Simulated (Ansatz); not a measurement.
Geometry optimisation, DFT PBE-D3(BJ), scalar-relativistic, plane waves, PAW (Ansatz).

Input:

```yaml
crystal:
  lattice:
    - [0.0, 4.2665, 4.2665]
    - [4.2665, 0.0, 4.2665]
    - [4.2665, 4.2665, 0.0]
  atoms:
    - { symbol: Mg, position: [0.0, 0.0, 0.0] }
    - { symbol: O, position: [0.25, 0.25, 0.25] }
    - { symbol: Mg, position: [0.0, 0.0, 0.5] }
    - { symbol: O, position: [0.25, 0.25, 0.75] }
    - { symbol: Mg, position: [0.0, 0.5, 0.0] }
    - { symbol: O, position: [0.25, 0.75, 0.25] }
    - { symbol: Mg, position: [0.0, 0.5, 0.5] }
    - { symbol: O, position: [0.25, 0.75, 0.75] }
    - { symbol: Mg, position: [0.5, 0.0, 0.0] }
    - { symbol: O, position: [0.75, 0.25, 0.25] }
    - { symbol: Mg, position: [0.5, 0.0, 0.5] }
    - { symbol: O, position: [0.75, 0.25, 0.75] }
    - { symbol: Mg, position: [0.5, 0.5, 0.0] }
    - { symbol: O, position: [0.75, 0.75, 0.25] }
    - { symbol: Mg, position: [0.5, 0.5, 0.5] }
    - { symbol: O, position: [0.75, 0.75, 0.75] }
    - { symbol: H, position: [0.1163587, 0.1351905, 0.6214125] }
total_charge: 1
basis:
  ecutwfc: 420.0
kpoints:
  mp_grid: { grid: [3, 3, 3] }
hamiltonian:
  xc: pbe
  dispersion: d3bj
  pseudopotentials: { kind: paw, azcp: { folder: soft_1 } }
scf:
  occupations: { method: gaussian, width: 0.02 }
  lower_state_search: "off"
relax:
  f_tol: 0.03
  max_steps: 60
  adjacent_minimum: "off"
output:
  write_density: true
  write_potential: true
  elf: true
  volumetric_format: npy
```

Command:

```bash
$ ansatz run input.yaml --threads 2 --pin off --max-ram 5120MiB --backend cpu --events-out ev --progress --plain --runs-dir out
```

Where does it end, and by what steps?

It converged. The force dipped under the threshold on the way, but the program's further checks kept it going. Limits of this set-up: charged cell in a uniform background, uncorrected. After 11 steps the energy has fallen by 2.083 eV; H17 moved furthest, 0.80 Å. Parted: Mg11–H17 (1.89 → 2.71 Å). Joined: O12–H17 (1.81 → 0.98 Å).

```json
{"step": "0", "energy less start (eV)": "0.0000", "largest force component (eV/Å)": "1.575", "accepted": "yes"}
{"step": "1", "energy less start (eV)": "-0.6159", "largest force component (eV/Å)": "0.349", "accepted": "yes"}
{"step": "2", "energy less start (eV)": "-0.6847", "largest force component (eV/Å)": "0.244", "accepted": "yes"}
{"step": "3", "energy less start (eV)": "-0.7149", "largest force component (eV/Å)": "0.420", "accepted": "yes"}
{"step": "4", "energy less start (eV)": "-0.7889", "largest force component (eV/Å)": "0.692", "accepted": "yes"}
{"step": "5", "energy less start (eV)": "-1.1584", "largest force component (eV/Å)": "1.366", "accepted": "yes"}
{"step": "6", "energy less start (eV)": "-1.7313", "largest force component (eV/Å)": "1.628", "accepted": "yes"}
{"step": "7", "energy less start (eV)": "-1.9616", "largest force component (eV/Å)": "0.652", "accepted": "yes"}
{"step": "8", "energy less start (eV)": "-2.0109", "largest force component (eV/Å)": "1.035", "accepted": "yes"}
{"step": "9", "energy less start (eV)": "-2.0801", "largest force component (eV/Å)": "0.130", "accepted": "yes"}
{"step": "10", "energy less start (eV)": "-2.0825", "largest force component (eV/Å)": "0.008", "accepted": "yes"}
{"step": "11", "energy less start (eV)": "-2.0825", "largest force component (eV/Å)": "0.008", "accepted": "yes"}
```

```xyz
17
Lattice="0.0000 4.2665 4.2665 4.2665 0.0000 4.2665 4.2665 4.2665 0.0000" Properties=species:S:1:pos:R:3
Mg 0.010 0.169 -0.008
O 2.129 2.155 2.140
Mg 1.963 2.122 -0.008
O 4.244 4.270 2.140
Mg 2.105 0.027 2.164
O 4.214 2.184 4.321
Mg 4.276 2.122 2.306
O 6.395 4.270 4.291
Mg -0.044 2.176 2.129
O 2.098 4.300 4.288
Mg 2.124 4.274 2.144
O 4.253 6.412 4.282
Mg 2.139 2.176 4.313
O 4.248 4.300 6.437
Mg 4.222 4.259 4.313
O 6.365 6.418 6.437
H 3.685 2.712 0.582
```

Whether the end is a true minimum wasn't checked by a vibrational analysis.

Run time: 57 s on 2 threads of Intel(R) Xeon(R) Platinum 8488C (Sapphire Rapids), with other jobs on the host, peak memory 0.64 GiB.
